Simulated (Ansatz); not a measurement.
**C4H7Br: a ladder of functionals and wavefunction methods**

The task here is to estimate one member of a computed series from the others.

Method: functionals in def2-TZVPP, the program's frozen cores in correlated methods; program: Ansatz 0.2.0, Gaussian basis.

The runs, in order: LDA (SPW92), PBE-D4, revPBE-D4, BLYP-D4, r2SCAN-D4, B97M-V, PBE0-D4, B3LYP-D4, r2SCANh-D4, r2SCAN0-D4, HSE06-D4, BHLYP-D4, CAM-B3LYP-D4, LC-ωPBE, ωB97X-V, ωB97M-V, B2PLYP, PBE-QIDH; CCSD(T)/def2-SVP; CCSD(T)/def2-TZVPP; MP2/def2-QZVPP; extrapolation to the limit; RPA on PBE.

### Structure used throughout

The geometry comes from an earlier relaxation with PBE0-D4 in a triple-zeta def2 set; it is a stationary point, not always the lowest conformer.

SMILES `C=C(Br)CC`, 12 atoms, charge 0, spin multiplicity 1.

Atoms are counted from 1 here; the program's logs count them from 0.

Bond lengths: C1–C2 1.322 Å, C1–H6 1.085 Å, C1–H7 1.081 Å, C2–Br3 1.905 Å, C2–C4 1.491 Å, C4–C5 1.523 Å, C4–H8 1.095 Å, C4–H9 1.094 Å, C5–H10 1.091 Å, C5–H11 1.092 Å, C5–H12 1.092 Å. Angles: C2–C1–H6 119.3°, C2–C1–H7 122.6°, H6–C1–H7 118.1°, C1–C2–Br3 119.1°, C1–C2–C4 126.3°, Br3–C2–C4 114.6°, C2–C4–C5 113.9°, C2–C4–H8 108.8°, C2–C4–H9 107.2°, C5–C4–H8 109.6°, C5–C4–H9 110.0°, H8–C4–H9 107.0°, C4–C5–H10 111.1°, C4–C5–H11 110.4°, C4–C5–H12 110.9°, H10–C5–H11 108.1°, H10–C5–H12 108.1°, H11–C5–H12 108.3°.

Set-up of the first run:

Contents of in.yaml:

```yaml
crystal:
  periodic: [false, false, false]
  atoms:
    - {symbol: C, position_ang: [0.273659, 1.761124, 0.891528]}
    - {symbol: C, position_ang: [0.527908, 0.489702, 0.631299]}
    - {symbol: Br, position_ang: [2.322310, -0.139230, 0.745392]}
    - {symbol: C, position_ang: [-0.469719, -0.547994, 0.241061]}
    - {symbol: C, position_ang: [-0.283246, -1.080352, -1.173692]}
    - {symbol: H, position_ang: [-0.748167, 2.120638, 0.831612]}
    - {symbol: H, position_ang: [1.046339, 2.466075, 1.166101]}
    - {symbol: H, position_ang: [-0.416258, -1.376258, 0.955230]}
    - {symbol: H, position_ang: [-1.462286, -0.098904, 0.344630]}
    - {symbol: H, position_ang: [0.696569, -1.546052, -1.291585]}
    - {symbol: H, position_ang: [-1.044346, -1.829156, -1.401032]}
    - {symbol: H, position_ang: [-0.365665, -0.274794, -1.906345]}
basis:
  gaussian: {orbitals: def2-TZVPP}
hamiltonian: {xc: lda}
output: {orbitals: {seedname: orbitals}}
```

The run is started by

```bash
ansatz run in.yaml --threads 4 --pin off --events-out ev --progress --plain --max-ram 10444MiB
```

Steps of the session up to this table: LDA; PBE-D4 (GGA); revPBE-D4 (GGA); BLYP-D4 (GGA); r2SCAN-D4 (meta-GGA); B97M-V (meta-GGA); PBE0-D4 (hybrid); B3LYP-D4 (hybrid); r2SCANh-D4 (hybrid); r2SCAN0-D4 (hybrid); HSE06-D4 (hybrid); BHLYP-D4 (hybrid); CAM-B3LYP-D4 (range-separated); LC-ωPBE (range-separated); ωB97X-V (range-separated); ωB97M-V (range-separated); B2PLYP (double hybrid); PBE-QIDH (double hybrid).

One of the session's tables, all rows but one given; the rest of the session is left out.

It belongs to the step «Frontier levels by functional». 

| functional | HOMO (eV) | gap (eV) |
| --- | --- | --- |
| LDA (SPW92) | -6.25 | 4.91 |
| PBE-D4 | -6.07 | 4.96 |
| revPBE-D4 | -6.01 | 4.98 |
| BLYP-D4 | -5.91 | 4.93 |
| r2SCAN-D4 | -6.30 | 5.40 |
| B97M-V | -6.35 | 5.51 |
| PBE0-D4 | -7.21 | 7.08 |
| B3LYP-D4 | -6.98 | 6.62 |
| r2SCANh-D4 | -6.72 | 6.19 |
| r2SCAN0-D4 | -7.36 | 7.36 |
| HSE06-D4 | -6.81 | 6.30 |
| BHLYP-D4 | -8.19 | 9.14 |
| CAM-B3LYP-D4 | ? | ? |
| LC-ωPBE | -9.87 | 12.04 |
| ωB97X-V | -9.50 | 11.58 |
| ωB97M-V | -9.39 | 11.33 |

Estimate the missing values for CAM-B3LYP-D4.

The run gave: HOMO (eV): -8.50; gap (eV): 9.50. In the column «HOMO (eV)» it lies between ωB97M-V (-9.39) and BHLYP-D4 (-8.19).
